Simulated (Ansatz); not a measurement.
Relaxation of a periodic cell of 17 atoms, AlSi$_{16}$ (host Si, host structure diamond, interstitial Al), to a largest force component of 0.08 eV/Å in at most 25 steps.

Method: DFT PBE, scalar-relativistic, plane waves, PAW (Ansatz). Settings: accuracy low, PAW set soft_1, cutoff 420 eV, k mesh 2x2x2, fermi-dirac smearing 0.05 eV, spin collinear.

```xyz
17
Lattice="0.0000 5.4300 5.4300 5.4300 0.0000 5.4300 5.4300 5.4300 0.0000" Properties=species:S:1:pos:R:3:forces:R:3
Si 0.000 0.000 0.000 -0.29 -2.16 0.38
Si 1.357 1.357 1.357 0.16 -0.19 1.90
Si 2.715 2.715 0.000 2.37 0.34 0.46
Si 4.072 4.072 1.357 -0.32 0.32 0.30
Si 2.715 0.000 2.715 0.30 -0.30 -0.32
Si 4.072 1.357 4.072 -2.61 -0.41 -0.29
Si 5.430 2.715 2.715 -0.70 0.66 -3.28
Si 6.787 4.072 4.072 0.47 2.87 -0.37
Si 0.000 2.715 2.715 -0.11 0.11 0.02
Si 1.357 4.072 4.072 0.12 -0.03 -0.11
Si 2.715 5.430 2.715 -0.19 0.19 0.19
Si 4.072 6.787 4.072 0.03 -0.12 -0.11
Si 2.715 2.715 5.430 -0.04 0.10 0.11
Si 4.072 4.072 6.787 0.17 -0.17 -0.17
Si 5.430 5.430 5.430 -0.11 0.04 0.11
Si 6.787 6.787 6.787 0.12 -0.12 -0.05
Al 6.130 2.034 4.666 0.61 -1.15 1.24
```

**Question.** Where does it end, and by what steps?

**Answer.** The run converged. Limits of this set-up: coarse k mesh, a small cell, in which the defect meets its images, low accuracy level. After 7 steps the energy has fallen by 2.069 eV; Al17 moved furthest, 1.03 Å. Joined: Si10–Al17 (3.51 → 2.74 Å), Si11–Al17 (3.46 → 2.43 Å), Si12–Al17 (3.49 → 2.74 Å), Si16–Al17 (3.44 → 2.74 Å).

```
step  energy less start (eV)  largest force component (eV/Å)  accepted
   0                  0.0000                           3.276       yes
   1                 -0.9941                           1.306       yes
   2                 -1.3387                           0.390       yes
   3                 -1.5145                           0.497       yes
   4                 -1.7128                           0.445       yes
   5                 -1.8950                           0.277       yes
   6                 -2.0309                           0.115       yes
   7                 -2.0688                           0.012       yes
```

```xyz
17
Lattice="0.0000 5.4300 5.4300 5.4300 0.0000 5.4300 5.4300 5.4300 0.0000" Properties=species:S:1:pos:R:3
Si -0.088 -0.010 0.084
Si 1.322 1.394 1.408
Si 2.727 2.804 0.084
Si 4.026 4.120 1.400
Si 2.696 0.020 2.730
Si 4.018 1.394 4.104
Si 5.342 2.804 2.699
Si 6.752 4.128 4.104
Si -0.049 2.765 2.736
Si 1.317 4.096 4.109
Si 2.716 5.430 2.710
Si 4.050 6.829 4.109
Si 2.690 2.765 5.475
Si 4.040 4.106 6.816
Si 5.381 5.456 5.475
Si 6.747 6.829 6.806
Al 6.741 1.406 4.116
```

Whether the end is a true minimum wasn't checked by a vibrational analysis.

Time of the run: 2 min on 1 thread of Arm Neoverse V2, with other jobs on the host, peak memory 0.65 GiB.
